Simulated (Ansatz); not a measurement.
What does this script print? It uses Ansatz's Python interface.

`ch5aste.xyz`
```text
8

As    0.18760    0.92790   -1.39200
C     0.15590    0.07150    0.34680
Te    0.79210   -1.94560    0.09110
H    -1.06850    0.20940   -1.85880
H    -0.68630    2.16860   -0.86130
H     0.85110    0.62650    1.02810
H    -0.83500    0.07960    0.78500
H     0.69520   -2.19520    1.80530
```

`states_ch5aste.py`
```python
"""Restricted and unrestricted solutions of CH5AsTe, stretched and not."""

import ansatz as az
import numpy as np

BASIS_SET = "def2-SVP"
FUNCTIONAL = "pbe0"
DISPERSION = "d3bj"

ch5aste = az.Crystal.molecule_from_extxyz("ch5aste.xyz")
symbols = [site.symbol for site in ch5aste.cartesian_sites]

start = np.array([site.position_ang for site in ch5aste.cartesian_sites])
for factor in [1.0, 1.3]:
    xyz = (start - start.mean(axis=0)) * factor
    scaled = az.Crystal.molecule()
    for symbol, place in zip(symbols, xyz):
        scaled = scaled.atom(symbol, place.tolist())
    setup = (
        scaled.calculation()
        .basis(gaussian=BASIS_SET)
        .functional(FUNCTIONAL, dispersion=DISPERSION)
        .spin("collinear")
    )
    for search in ("off", "standard"):
        try:
            summary = setup.scf(lower_state_search=search).run(threads=1).report
        except az.AnsatzError as error:
            print(f"x{factor} search {search}: {type(error).__name__}")
            continue
        state = summary["mean_field"]["state"]
        print(f"all distances x{factor}, search {search:8s} E = {summary['free_energy_ev']:.5f} eV  <S^2> = {abs(state['spin_squared']):.3f}  other states met: {len(summary['mean_field']['others'])}")
```

Running `python states_ch5aste.py` prints:
```text
all distances x1.0, search off      E = -69235.50951 eV  <S^2> = 0.000  other states met: 0
all distances x1.0, search standard E = -69235.50951 eV  <S^2> = 0.000  other states met: 0
all distances x1.3, search off      E = -69227.36356 eV  <S^2> = 0.000  other states met: 0
all distances x1.3, search standard E = -69227.36356 eV  <S^2> = 0.000  other states met: 3
```

What to keep in mind:
- Total energies depend on the basis set; only differences at equal settings carry meaning.
- The count of other states can hold repeated and symmetry-equivalent ends of the search; scaling all distances is a test, and for more than two atoms no physical path.
- The geometry comes from a force field and isn't relaxed at this level.
- def2 sets replace the cores of elements past krypton by effective core potentials.
- Timing: 17 s on 1 thread of AMD EPYC 9B14 (Zen 4), with other jobs on the host, peak memory 0.39 GiB.
